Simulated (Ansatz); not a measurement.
# ClFH4Sn: the cost of one run

Program: Ansatz 0.2.0. Level of theory: RKS PBE/def2-SVP. These are calculated values, not measurements.

1 further run of the same task is left out (it didn't finish).

## (1) The system as given

Bond lengths: Sn1–H3 1.740 Å, Sn1–Cl4 2.408 Å, Sn1–H5 1.739 Å, Sn1–F6 2.170 Å. Angles: H3–Sn1–Cl4 109.5°, H3–Sn1–H5 109.5°, H3–Sn1–F6 75.6°, Cl4–Sn1–H5 109.5°, Cl4–Sn1–F6 64.5°, H5–Sn1–F6 173.5°.

Coordinates:

```xyz
7

Sn    0.0000    0.0000    0.0000
H     0.0000    0.0000    2.0900
H     1.6408    0.0000   -0.5794
Cl   -1.1351    1.9666   -0.8025
H    -0.8195   -1.4198   -0.5794
F     0.8135    1.8918    0.6842
H     0.4281    0.9956    1.8933
```

## (2) Pulling towards end A

Springs on the bonds that form and break draw the guess towards this end; the thresholds are loose.

Contents of input.yaml:

```yaml
crystal:
  periodic: [false, false, false]
  atoms:
    - { symbol: Sn, position_ang: [0.0, 0.0, 0.0] }
    - { symbol: H, position_ang: [0.0, 0.0, 2.09] }
    - { symbol: H, position_ang: [1.6408, 0.0, -0.5794] }
    - { symbol: Cl, position_ang: [-1.1351, 1.9666, -0.8025] }
    - { symbol: H, position_ang: [-0.8195, -1.4198, -0.5794] }
    - { symbol: F, position_ang: [0.8135, 1.8918, 0.6842] }
    - { symbol: H, position_ang: [0.4281, 0.9956, 1.8933] }
basis:
  gaussian: { orbitals: def2-SVP }
hamiltonian:
  xc: pbe
relax:
  f_tol: 0.15
  max_steps: 25
  restrain:
    - { distance: [0, 5], at: 3.07, k: 30.0 }
    - { distance: [6, 1], at: 1.86, k: 30.0 }
    - { distance: [0, 1], at: 1.74, k: 30.0 }
    - { distance: [6, 5], at: 0.92, k: 30.0 }
```

Launch:

```
ansatz run input.yaml --threads 1 --pin off --max-ram 2048MiB --backend cpu --events-out ev --progress --plain --runs-dir out
```

**Question.** How long does this run take on 1 thread of Arm Neoverse V2, shared host, and how much memory does it need?

About 24 s, with a peak of 0.14 GiB.
